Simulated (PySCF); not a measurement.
# C3H7BrSi: the cost of one run

Programs: PySCF 2.14.0, with density-fitted response routines of our own. Each step states its level of theory. These are calculated values for one molecule in the gas phase, unless marked as measured. Atoms count from 0, in the outputs and in this text.

## 1. Starting geometry

12 atoms, charge 0, multiplicity 1; geometry from: GFN2-xTB. The atoms were then displaced at random by about 0.01 Å, so the start is not that level's minimum.

Bonds of the start (Å): Br0–Si1 2.22, Si1–C2 1.89, C2–C3 1.47, C3–C4 1.49, C4–C2 1.49, Si1–H5 1.45, Si1–H6 1.46, C2–H7 1.07, C3–H8 1.09, C3–H9 1.11, C4–H10 1.09, C4–H11 1.06.

## 2. Geometry optimisation at PBE0-D3(BJ)/def2-SVP

What the job is given:

```
{"job": {"xc": "PBE0", "basis": "def2-SVP", "d3": "d3bj", "grid": 1, "shake": 0.01, "kind": "geom"}, "charge": 0, "multiplicity": 1}
Br     1.896190     0.856880     1.777970
Si     1.675230    -0.033670    -0.244260
C     -0.164530    -0.286030    -0.596260
C     -1.078400    -0.634960     0.507590
C     -1.173900     0.706020    -0.128690
H      2.410340    -1.280250    -0.162540
H      2.291990     0.932270    -1.154400
H     -0.335070    -0.734950    -1.554850
H     -0.746000    -0.702910     1.544480
H     -1.896930    -1.349660     0.297280
H     -0.850570     1.556150     0.476290
H     -1.988670     0.942830    -0.771630
```

Launch:

```sh
OMP_NUM_THREADS=1 python probes_run.py task.json out
```

This one command runs all jobs of the session in turn.

Q: Estimate the wall time and peak memory of this first job on 1 thread of Arm Neoverse V1, shared host.

About 34 s, with a peak of 0.49 GiB.
